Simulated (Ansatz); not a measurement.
# C2H4IN: the cost of one run

Method: RKS BHLYP/def2-SVP, in Ansatz 0.2.0.

## 1. The structure to begin with

Bond lengths: C1–C2 1.292 Å, C2–N3 1.341 Å, C2–I4 2.003 Å, C1–H5 1.152 Å, C1–H6 1.080 Å, N3–H7 1.003 Å, N3–H8 1.057 Å. Angles: C1–C2–N3 122.6°, C1–C2–I4 123.7°, N3–C2–I4 113.7°, C2–C1–H5 120.0°, C2–C1–H6 127.5°, H5–C1–H6 112.5°, C2–N3–H7 115.7°, C2–N3–H8 114.9°, H7–N3–H8 111.9°.

As a file:

```xyz
8

C    -0.2259    1.1190   -0.1284
C    -0.1680   -0.1643   -0.2705
N     0.7812   -0.9136    0.3092
I    -1.4495   -1.2176   -1.3940
H    -1.0653    1.7174   -0.6417
H     0.4405    1.7474    0.4434
H     0.5372   -1.8720    0.4740
H     1.2420   -0.4735    1.1522
```

## 2. Relaxing end A

Input file input.yaml:

```yaml
crystal:
  periodic: [false, false, false]
  atoms:
    - { symbol: C, position_ang: [-0.2259, 1.119, -0.1284] }
    - { symbol: C, position_ang: [-0.168, -0.1643, -0.2705] }
    - { symbol: "N", position_ang: [0.7812, -0.9136, 0.3092] }
    - { symbol: I, position_ang: [-1.4495, -1.2176, -1.394] }
    - { symbol: H, position_ang: [-1.0653, 1.7174, -0.6417] }
    - { symbol: H, position_ang: [0.4405, 1.7474, 0.4434] }
    - { symbol: H, position_ang: [0.5372, -1.872, 0.474] }
    - { symbol: H, position_ang: [1.242, -0.4735, 1.1522] }
basis:
  gaussian: { orbitals: def2-SVP }
hamiltonian:
  xc: { name: BHLYP }
relax:
  f_tol: 0.015
  max_steps: 40
```

Started as:

```
$ ansatz run input.yaml --threads 1 --pin off --max-ram 2048MiB --backend cpu --events-out ev --progress --plain --runs-dir out
```

**Question.** How long does this run take on 1 thread of Intel Xeon Platinum 8488C (Sapphire Rapids), shared host, and how much memory does it need?

About 28 s, with a peak of 0.21 GiB.
